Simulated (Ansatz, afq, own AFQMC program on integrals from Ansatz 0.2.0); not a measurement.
# SiGeH3 (doublet): AFQMC on the coupled-cluster ladder at twist about Si1–Ge2 = 180.0°, cc-pVDZ

How near does AFQMC come to the top of the ladder for SiGeH3 (doublet)?

Program: Ansatz 0.2.0, Gaussian basis, and an in-house AFQMC program (afq) on its integrals; all values are calculated. Level of theory: cc-pVDZ, frozen cores. These are calculated values, not measurements.

Plan: PBE (unrestricted); r2SCAN (unrestricted); PBE0 (unrestricted); B3LYP (unrestricted); wB97M-V (unrestricted); B2PLYP (unrestricted); CCSD(T) on UHF; Phaseless AFQMC, CISD trial on UHF.

1 further run of the same task is left out (it didn't finish).

## 1. The geometry

The geometry derives from a PBE0/def2-TZVP stationary point (not a proven minimum). One half is turned about the bond named; the halves are rigid. No spin-orbit coupling is included. The filled d shell of Ge may be among the frozen orbitals whatever the setting's name suggests; the logs give the count.

5 atoms, charge 0, spin multiplicity 2.

Atoms are counted from 1 here; the program's logs count them from 0.

Bond lengths: Si1–Ge2 2.352 Å, Si1–H3 1.492 Å, Si1–H4 1.492 Å, Ge2–H5 1.595 Å. Angles: Ge2–Si1–H3 129.6°, Ge2–Si1–H4 123.5°, H3–Si1–H4 106.9°, Si1–Ge2–H5 86.6°.

Coordinates:

```
Si    0.0000    0.0490    1.6510
Ge    0.0000    0.0026   -0.7008
H     0.0000    1.2167    2.5800
H     0.0000   -1.1785    2.4986
H     0.0000   -1.5876   -0.5748
```

## 2. PBE (unrestricted)

Contents of in.yaml:

```yaml
crystal:
  periodic: [false, false, false]
  atoms:
    - {symbol: Si, position_ang: [0.000000, 0.048990, 1.650996]}
    - {symbol: Ge, position_ang: [0.000000, 0.002558, -0.700835]}
    - {symbol: H, position_ang: [0.000000, 1.216652, 2.580029]}
    - {symbol: H, position_ang: [0.000000, -1.178458, 2.498612]}
    - {symbol: H, position_ang: [0.000000, -1.587644, -0.574809]}
basis:
  gaussian: {orbitals: cc-pVDZ}
magnetization: {spin_polarized: true, initial_magnetization: 1}
hamiltonian: {xc: {name: PBE}}
output: {orbitals: {seedname: orbitals}}
```

The run is started by

```console
> ansatz run in.yaml --threads 1 --pin off --events-out ev --progress --plain --max-ram 1382MiB
```

The program printed:

```text
Functional definition: PBE
  name "PBE"
  cite "Perdew, Burke & Ernzerhof, Phys. Rev. Lett. 77, 3865 (1996) doi:10.1103/PhysRevLett.77.3865"
  parent pbe
  parameter kappa = 0.804
  parameter beta = 0.06672455060314922
  exchange = pbe_x(kappa = kappa, mu = beta*pi^2/3)
  correlation = pbe_c(beta = beta)
787 factors; their error is unknown
mean field evaluation 1: about -64428.2240 eV, gradient 9.1e0 eV
mean field evaluation 2: about -64428.5626 eV, gradient 6.5e0 eV
mean field evaluation 4: about -64428.9622 eV, gradient 9.7e-1 eV
mean field evaluation 8: about -64428.9603 eV, gradient 6.0e-2 eV
mean field evaluation 16: about -64428.9603 eV, gradient 1.1e-5 eV
mean field evaluation 32: about -64428.9603 eV, gradient 1.1e-5 eV
mean field -64428.96030168 eV, -2367.7206195689 hartree, gradient 1.1e-5 eV, S^2 0.753894; 4 other end points of the search recorded, 0 dependent functions left out
reference -64428.96033377 eV, -2367.7206207482 hartree; 25, 24 occupied and 35, 36 virtual orbitals, 787 factors
Total energy: -64428.96033377 eV, -2367.7206207482 hartree
```

Run time: 4.4 s. Hardware: 1 thread of Arm Neoverse V1, shared host.

From the report: ⟨S²⟩ of the determinant 0.754 (pure doublet: 0.75).

## 3. r2SCAN (unrestricted)

Edit in.yaml of step 2 so:

```diff
@@ -11,3 +11,2 @@
 magnetization: {spin_polarized: true, initial_magnetization: 1}
-hamiltonian: {xc: {name: PBE}}
-output: {orbitals: {seedname: orbitals}}
+hamiltonian: {xc: {name: r2SCAN}}
```

Launched as before.

The program printed (excerpt; [...] marks lines left out):

```text
Functional definition: r2SCAN
  name "r2SCAN"
  cite "Furness, Kaplan, Ning, Perdew & Sun, J. Phys. Chem. Lett. 11, 8208 (2020) doi:10.1021/acs.jpclett.0c02405"
  cite "Furness, Kaplan, Ning, Perdew & Sun, J. Phys. Chem. Lett. 11, 9248 (2020) doi:10.1021/acs.jpclett.0c03077"
  parent r2scan
[...]
787 factors; their error is unknown
[...]
mean field -64440.59211606 eV, -2368.1480808629 hartree, gradient 4.4e-5 eV, S^2 0.757909; 4 other end points of the search recorded, 0 dependent functions left out
reference -64440.59212656 eV, -2368.1480812490 hartree; 25, 24 occupied and 35, 36 virtual orbitals, 787 factors
Total energy: -64440.59212656 eV, -2368.1480812490 hartree
```

It took 16 s on 1 thread of Arm Neoverse V1, shared host.

From the report: ⟨S²⟩ of the determinant 0.758 (pure doublet: 0.75).

## 4. PBE0 (unrestricted)

Edit in.yaml of step 3 so:

```diff
@@ -11,2 +11,3 @@
 magnetization: {spin_polarized: true, initial_magnetization: 1}
-hamiltonian: {xc: {name: r2SCAN}}
+hamiltonian: {xc: {name: PBE0}}
+output: {orbitals: {seedname: orbitals}}
```

The command is unchanged.

The program printed:

```text
Functional definition: PBE0
  name "PBE0"
  cite "Adamo & Barone, J. Chem. Phys. 110, 6158 (1999) doi:10.1063/1.478522"
  cite "Perdew, Burke & Ernzerhof, Phys. Rev. Lett. 77, 3865 (1996) doi:10.1103/PhysRevLett.77.3865"
  parent pbe
  parameter a = 0.25
  parameter kappa = 0.804
  parameter beta = 0.06672455060314922
  exchange = (1 - a)*pbe_x(kappa = kappa, mu = beta*pi^2/3) + a*exact_x
  correlation = pbe_c(beta = beta)
641 factors; integrals over basis functions are off by at most 1.4e-3 eV
mean field evaluation 1: about -64430.8837 eV, gradient 5.7e0 eV
mean field evaluation 2: about -64431.1120 eV, gradient 2.6e0 eV
mean field evaluation 4: about -64431.1792 eV, gradient 2.4e-1 eV
mean field evaluation 8: about -64431.2113 eV, gradient 1.9e-2 eV
mean field evaluation 16: about -64431.2114 eV, gradient 7.4e-5 eV
mean field -64431.21135126 eV, -2367.8033441153 hartree, gradient 1.1e-5 eV, S^2 0.755048; 1 other end points of the search recorded, 0 dependent functions left out
reference -64431.21137541 eV, -2367.8033450028 hartree; 25, 24 occupied and 35, 36 virtual orbitals, 641 factors
Total energy: -64431.21137541 eV, -2367.8033450028 hartree
```

Wall time 3.8 s (1 thread of Arm Neoverse V1, shared host).

From the report: ⟨S²⟩ of the determinant 0.755 (pure doublet: 0.75).

## 5. B3LYP (unrestricted)

Edit in.yaml of step 4 so:

```diff
@@ -11,3 +11,2 @@
 magnetization: {spin_polarized: true, initial_magnetization: 1}
-hamiltonian: {xc: {name: PBE0}}
-output: {orbitals: {seedname: orbitals}}
+hamiltonian: {xc: {name: B3LYP}}
```

The command is unchanged.

The program printed (excerpt; [...] marks lines left out):

```text
Functional definition: B3LYP
  name "B3LYP"
  cite "Stephens, Devlin, Chabalowski & Frisch, J. Phys. Chem. 98, 11623 (1994) doi:10.1021/j100096a001"
  cite "Becke, Phys. Rev. A 38, 3098 (1988) doi:10.1103/PhysRevA.38.3098"
  cite "Lee, Yang & Parr, Phys. Rev. B 37, 785 (1988) doi:10.1103/PhysRevB.37.785"
  cite "Vosko, Wilk & Nusair, Can. J. Phys. 58, 1200 (1980) doi:10.1139/p80-159"
[...]
641 factors; integrals over basis functions are off by at most 1.4e-3 eV
[...]
mean field -64443.64463611 eV, -2368.2602589059 hartree, gradient 5.2e-5 eV, S^2 0.753195; 1 other end points of the search recorded, 0 dependent functions left out
reference -64443.64485658 eV, -2368.2602670081 hartree; 25, 24 occupied and 35, 36 virtual orbitals, 641 factors
Total energy: -64443.64485658 eV, -2368.2602670081 hartree
```

It took 3.3 s on 1 thread of Arm Neoverse V1, shared host.

From the report: ⟨S²⟩ of the determinant 0.753 (pure doublet: 0.75).

## 6. wB97M-V (unrestricted)

Edit in.yaml of step 5 so:

```diff
@@ -11,2 +11,3 @@
 magnetization: {spin_polarized: true, initial_magnetization: 1}
-hamiltonian: {xc: {name: B3LYP}}
+hamiltonian: {xc: {name: wB97M-V}}
+output: {orbitals: {seedname: orbitals}}
```

Same command.

The program printed (excerpt; [...] marks lines left out):

```text
Functional definition: wB97M-V
  name "wB97M-V"
  cite "Mardirossian & Head-Gordon, J. Chem. Phys. 144, 214110 (2016) doi:10.1063/1.4952647"
  cite "Becke, J. Chem. Phys. 107, 8554 (1997) doi:10.1063/1.475007"
  cite "Vydrov & Van Voorhis, J. Chem. Phys. 133, 244103 (2010) doi:10.1063/1.3521275"
  # Of w^i u^j: cxij and so on, Table III.
[...]
  gx(w, u) = 1 - cx + cx01*u + cx10*w
  gss(w, u) = css00 + css04*u^4 + css10*w + css20*w^2 + css43*w^4*u^3
  gos(w, u) = cos00 + cos10*w + (cos20 + cos21*u)*w^2 + (cos60 + cos61*u)*w^6
[...]
      + integral(e_c_pw_mod_opposite_spin*gos(b97_w_opposite, b97_u_opposite)) + vv10(b, c)
641 factors; integrals over basis functions are off by at most 1.4e-3 eV
203 factors; integrals over basis functions are off by at most 7.2e-6 eV
[...]
mean field -64437.63355033 eV, -2368.0393555779 hartree, gradient 5.7e-5 eV, S^2 0.751860; 1 other end points of the search recorded, 0 dependent functions left out
reference -64437.63358675 eV, -2368.0393569164 hartree; 25, 24 occupied and 35, 36 virtual orbitals, 641 factors
Total energy: -64437.63358675 eV, -2368.0393569164 hartree
```

It took 16 s on 1 thread of Arm Neoverse V1, shared host; peak memory 0.27 GiB.

From the report: ⟨S²⟩ of the determinant 0.752 (pure doublet: 0.75).

## 7. B2PLYP (unrestricted)

Edit in.yaml of step 6 so:

```diff
@@ -11,3 +11,3 @@
 magnetization: {spin_polarized: true, initial_magnetization: 1}
-hamiltonian: {xc: {name: wB97M-V}}
-output: {orbitals: {seedname: orbitals}}
+hamiltonian: {xc: {name: B2PLYP}}
+correlation: {electrons: outside_noble_gas}
```

The command is unchanged.

The program printed (excerpt; [...] marks lines left out):

```text
Functional definition: B2PLYP
  name "B2PLYP"
  cite "Grimme, J. Chem. Phys. 124, 034108 (2006) doi:10.1063/1.2148954"
  cite "Becke, Phys. Rev. A 38, 3098 (1988) doi:10.1103/PhysRevA.38.3098"
  cite "Lee, Yang & Parr, Phys. Rev. B 37, 785 (1988) doi:10.1103/PhysRevB.37.785"
[...]
641 factors; integrals over basis functions are off by at most 1.4e-3 eV
[...]
mean field -64425.10576047 eV, -2367.5789677923 hartree, gradient 3.3e-6 eV, S^2 0.755923; 2 other end points of the search recorded, 0 dependent functions left out
19 core orbitals not correlated: weight in the atoms' cores, before any rotation towards them, 0.999 or more for the frozen orbitals, at most 0.000 for the correlated occupied ones
reference -64425.10590146 eV, -2367.5789729734 hartree; 6, 5 occupied and 35, 36 virtual orbitals, 641 factors
second order -5.80759976 eV of doubles, -0.00000000 eV of singles
Total energy: -64426.67395339 eV, -2367.6365978192 hartree
```

Run time: 4.8 s. Hardware: 1 thread of Arm Neoverse V1, shared host.

From the report: ⟨S²⟩ of the determinant 0.756 (pure doublet: 0.75).

## 8. CCSD(T) on UHF

Edit in.yaml of step 7 so:

```diff
@@ -11,3 +11,2 @@
 magnetization: {spin_polarized: true, initial_magnetization: 1}
-hamiltonian: {xc: {name: B2PLYP}}
-correlation: {electrons: outside_noble_gas}
+correlation: {method: ccsd_t, electrons: outside_noble_gas, hamiltonian_folder: ham}
```

Launched as before.

The program printed (excerpt; [...] marks lines left out):

```text
Functional definition: HF
  name "HF"
  cite "Fock, Z. Phys. 61, 126 (1930) doi:10.1007/BF01340294"
  parent pbe
[...]
641 factors; integrals over basis functions are off by at most 1.4e-3 eV
[...]
mean field -64380.62632662 eV, -2365.9443787472 hartree, gradient 1.4e-6 eV, S^2 0.765530; 8 other end points of the search recorded, 0 dependent functions left out
determinant -64380.62632662 eV, -2365.9443787472 hartree, with singles and doubles -64386.26385636 eV, -2366.1515541442 hartree
determinant -64379.25025990 eV, -2365.8938092282 hartree, with singles and doubles -64385.03371059 eV, -2366.1063471210 hartree
determinant -64379.10268560 eV, -2365.8883859726 hartree, with singles and doubles -64385.13194708 eV, -2366.1099572452 hartree
determinant -64378.08718725 eV, -2365.8510670968 hartree, with singles and doubles -64383.52361995 eV, -2366.0508523136 hartree
determinant -64377.43430586 eV, -2365.8270741483 hartree, with singles and doubles -64383.25851616 eV, -2366.0411099289 hartree
determinant -64377.37309783 eV, -2365.8248247945 hartree, with singles and doubles -64383.31478586 eV, -2366.0431778022 hartree
19 core orbitals not correlated: weight in the atoms' cores, before any rotation towards them, 1.000 or more for the frozen orbitals, at most 0.000 for the correlated occupied ones
reference -64380.62632662 eV, -2365.9443787472 hartree; 6, 5 occupied and 35, 36 virtual orbitals, 641 factors
second order -4.52058100 eV of doubles, -0.00000000 eV of singles
cycle   1  -5.63754589 eV  change   -1.6e-5 eV  update   8.7e-4
[...]
cycle   7  -5.63761247 eV  change   -4.1e-8 eV  update   3.7e-6
perturbative correction -0.17387597 eV, -0.0063898242 hartree
Total energy: -64386.43781506 eV, -2366.1579470084 hartree
```

Run time: 8.5 s. Hardware: 1 thread of Arm Neoverse V1, shared host.

From the report: ⟨S²⟩ of the determinant 0.766 (pure doublet: 0.75); correlation -5.8115 eV; T1 0.018; largest double amplitude 0.06.

This run also writes the integrals to the folder ham.

## 9. Phaseless AFQMC, CISD trial on UHF

It reads the integrals that the CCSD(T) run on this determinant wrote.

The run is started by

```console
> afq ham --method phaseless --trial cisd --walkers 60 --populations 1 --least-time 40 --time-step 0.005 --steps-per-block 50 --equilibration-blocks 40 --max-blocks 300 --target-error 0.0008 --factor-cut 1e-05 --start spin_pure --seed 8789 --release-times 0.24,0.51,0.99,1.62,2.4 --release-step 0.03 --release-every 4 --taylor-order 6
```

The program printed:

```text
orbitals 41  electrons 6 5  factors 325 of 641
reference energy -2365.94437875 Eh
CCSD correlation -0.20717807 Eh in 12 cycles, weight of the determinant in the CISD state 0.8615
energy of the start -2366.151060 Eh
 block  time / (1/Eh)  mean weight  energy / Eh
     1     0.250  1.0011  -2366.147698
     2     0.500  1.0003  -2366.148988
     3     0.750  1.0002  -2366.150484
     4     1.000  1.0005  -2366.152233
     5     1.250  0.9995  -2366.152135
     6     1.500  0.9992  -2366.153269
     7     1.750  0.9998  -2366.157098
     8     2.000  1.0008  -2366.155474
     9     2.250  1.0001  -2366.161108
    10     2.500  0.9986  -2366.157268
    11     2.750  1.0005  -2366.159675
    16     4.000  0.9988  -2366.157870
    21     5.250  1.0004  -2366.159552
    26     6.500  0.9996  -2366.160624
    31     7.750  1.0008  -2366.163584
    36     9.000  0.9980  -2366.158694
    41    10.250  0.9993  -2366.160248
    46    11.500  1.0008  -2366.166578
    51    12.750  0.9996  -2366.160460
    56    14.000  0.9992  -2366.158735
    61    15.250  1.0008  -2366.152598
    66    16.500  0.9995  -2366.156483
    71    17.750  0.9985  -2366.157696
    76    19.000  1.0005  -2366.160303
    81    20.250  1.0013  -2366.161252
    86    21.500  0.9996  -2366.164640
    91    22.750  0.9994  -2366.159380
    96    24.000  1.0005  -2366.164292
   101    25.250  1.0002  -2366.163172
   106    26.500  1.0002  -2366.155908
   111    27.750  1.0008  -2366.158485
   116    29.000  0.9987  -2366.158096
   121    30.250  0.9995  -2366.158703
   126    31.500  1.0011  -2366.162672
   131    32.750  0.9999  -2366.159873
   136    34.000  0.9993  -2366.164998
   141    35.250  1.0017  -2366.161588
   146    36.500  0.9989  -2366.162462
   151    37.750  1.0001  -2366.154120
   156    39.000  0.9995  -2366.160857
   161    40.250  0.9991  -2366.161133
   166    41.500  0.9999  -2366.159749
   171    42.750  0.9992  -2366.161440
   176    44.000  0.9999  -2366.156935
   181    45.250  1.0002  -2366.160075
   186    46.500  0.9995  -2366.156596
   191    47.750  0.9996  -2366.155974
   196    49.000  0.9994  -2366.158071
blocks merged  error / Eh  count
     1  0.000257  160
     2  0.000323  80
     4  0.000402  40
     8  0.000486  20
    16  0.000559  10
released: time / (1/Eh)  energy / Eh  error  mean overlap
  0.24  -2366.160060  0.000611  0.9965
  0.51  -2366.160287  0.000553  0.9936
  0.99  -2366.160703  0.000426  0.9805
  1.62  -2366.160317  0.000557  0.9752
  2.40  -2366.160486  0.000654  0.9442
energy -2366.159909 +/- 0.000486 Eh
```

Run time: 6.8 min. Hardware: 1 thread of Arm Neoverse V1, shared host.

Energy -64386.4912 ± 0.0132 eV. Caveats: constraint bias not in the error.

## 10. All levels side by side

On the UHF determinant, counted from CCSD(T) (a yardstick, not exact):

```csv
level,energy (eV),from CCSD(T) (kJ/mol),statistical error (kJ/mol),time
HF,-64380.6263,+560.7,,
MP2,-64385.1469,+124.6,,
CCSD,-64386.2639,+16.8,,
CCSD(T),-64386.4378,0.0,,
"Phaseless AFQMC, CISD trial, step 0.005, 60 walkers",-64386.4912,-5.2,1.3,6.8 min
```

The functionals' totals stand on their own zeros and serve differences with other points: PBE -64428.960 eV; r2SCAN -64440.592 eV; PBE0 -64431.211 eV; B3LYP -64443.645 eV; wB97M-V -64437.634 eV; B2PLYP -64426.674 eV.

## 11. Results

| quantity | value |
| --- | --- |
| Phaseless AFQMC, CISD trial on UHF from CCSD(T) | -5.2 ± 1.3 kJ/mol |

In words: On UHF the phaseless walk with the CISD trial lies -5.2 kJ/mol from CCSD(T), 4 times its error bar. Error bars are statistical and leave out the constraint, the time step and what remains of the start.
